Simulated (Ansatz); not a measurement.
# C₃H₈Cl₂GaN: taking an electron away

How much energy removes an electron from C₃H₈Cl₂GaN at fixed geometry? The cation is run at each level and the neutral's energy taken from earlier runs.

The runs use Ansatz 0.2.0, Gaussian basis; unrestricted cation, the program's frozen cores in correlated methods.

The runs, in order: UKS PBE-D4/def2-TZVPP; UKS r2SCAN-D4/def2-TZVPP; UKS PBE0-D4/def2-TZVPP; UKS B3LYP-D4/def2-TZVPP; UKS wB97X-V/def2-TZVPP; UKS wB97M-V/def2-TZVPP; UKS B2PLYP/def2-TZVPP; UHF-CCSD(T)/def2-TZVPP; UHF-MP2/def2-QZVPP; extrapolation to the limit; then −ε(HOMO) from the neutral's earlier runs with LDA (SPW92), PBE-D4, revPBE-D4, BLYP-D4, r2SCAN-D4, B97M-V, PBE0-D4, B3LYP-D4, r2SCANh-D4, r2SCAN0-D4, HSE06-D4, BHLYP-D4, CAM-B3LYP-D4, LC-ωPBE, ωB97X-V, ωB97M-V.

### Step 1. The relaxed structure

An earlier PBE0-D4 in a triple-zeta def2 set relaxation fixed the geometry.

SMILES `CC(C)[NH][Ga]([Cl])[Cl]`, 15 atoms, charge 0, spin multiplicity 1.

Atoms are counted from 1 here; the program's logs count them from 0.

Bond lengths: C1–C2 1.522 Å, C1–H8 1.091 Å, C1–H9 1.095 Å, C1–H10 1.093 Å, C2–C3 1.522 Å, C2–N4 1.454 Å, C2–H11 1.096 Å, C3–H12 1.091 Å, C3–H13 1.093 Å, C3–H14 1.095 Å, N4–Ga5 1.791 Å, N4–H15 1.009 Å, Ga5–Cl6 2.128 Å, Ga5–Cl7 2.126 Å. Angles: C2–C1–H8 110.8°, C2–C1–H9 110.5°, C2–C1–H10 111.1°, H8–C1–H9 108.1°, H8–C1–H10 108.5°, H9–C1–H10 107.8°, C1–C2–C3 111.4°, C1–C2–N4 111.0°, C1–C2–H11 108.2°, C3–C2–N4 111.0°, C3–C2–H11 108.2°, N4–C2–H11 106.8°, C2–C3–H12 110.8°, C2–C3–H13 111.1°, C2–C3–H14 110.5°, H12–C3–H13 108.5°, H12–C3–H14 108.1°, H13–C3–H14 107.8° and more.

### Step 2. Cation, UKS PBE-D4/def2-TZVPP

Input file in.yaml:

```yaml
crystal:
  periodic: [false, false, false]
  atoms:
    - {symbol: C, position_ang: [-1.539491, -0.708695, -0.337619]}
    - {symbol: C, position_ang: [-0.284887, -0.144398, 0.312752]}
    - {symbol: C, position_ang: [0.388668, -1.175184, 1.206743]}
    - {symbol: N, position_ang: [0.639605, 0.361488, -0.688604]}
    - {symbol: Ga, position_ang: [1.203079, 2.050251, -0.884476]}
    - {symbol: Cl, position_ang: [0.508062, 3.564818, 0.438270]}
    - {symbol: Cl, position_ang: [2.566105, 2.578415, -2.428067]}
    - {symbol: H, position_ang: [-2.033231, 0.048613, -0.949180]}
    - {symbol: H, position_ang: [-1.287529, -1.555534, -0.983908]}
    - {symbol: H, position_ang: [-2.247649, -1.062816, 0.415526]}
    - {symbol: H, position_ang: [-0.576841, 0.708830, 0.934990]}
    - {symbol: H, position_ang: [1.267523, -0.749945, 1.694661]}
    - {symbol: H, position_ang: [-0.296881, -1.534766, 1.978004]}
    - {symbol: H, position_ang: [0.712164, -2.039391, 0.617837]}
    - {symbol: H, position_ang: [0.981295, -0.341665, -1.326940]}
basis:
  gaussian: {orbitals: def2-TZVPP}
total_charge: 1
magnetization: {spin_polarized: true, initial_magnetization: 1}
hamiltonian: {xc: pbe, dispersion: d4}
```

The run is started by

```sh
ansatz run in.yaml --threads 2 --pin off --events-out ev --progress --plain --max-ram 32768MiB --backend cuda --devices 0, --max-vram 18GiB
```

The runs that follow: Cation, UKS r2SCAN-D4/def2-TZVPP; Cation, UKS PBE0-D4/def2-TZVPP; Cation, UKS B3LYP-D4/def2-TZVPP; Cation, UKS wB97X-V/def2-TZVPP; Cation, UKS wB97M-V/def2-TZVPP; Cation, UKS B2PLYP (frozen core)/def2-TZVPP; Cation, UHF-CCSD(T)/def2-TZVPP; Cation, UHF-MP2/def2-QZVPP.

**Question.** What will the summary of the whole plan be? Wanted: ionisation energy, CCSD(T)/CBS; nearest functional by difference; nearest −ε(HOMO); −ε(HOMO) of PBE; T1 of the cation.

**Answer**, as computed:

| quantity | value |
| --- | --- |
| ionisation energy, CCSD(T)/CBS | 9.40 eV |
| nearest functional by difference | ωB97X-V (-0.18 eV) |
| nearest −ε(HOMO) | ωB97M-V (+0.21 eV) |
| −ε(HOMO) of PBE | 5.99 eV |
| T1 of the cation | 0.018 |

**Reading.** Energy differences with functionals land within 0.50 eV of the reference. The PBE orbital energy is 3.4 eV too small: a semilocal HOMO is no ionisation energy. Among orbital estimates ωB97M-V comes nearest. Hartree-Fock falls 1.47 eV short, as the neutral has more correlation energy than the cation. Correlated methods include outer-core shells of Ga, which these sets cover unevenly. With outer-core shells in play the reference is unsure by up to some tenths of an eV, so close misses can't be ranked.
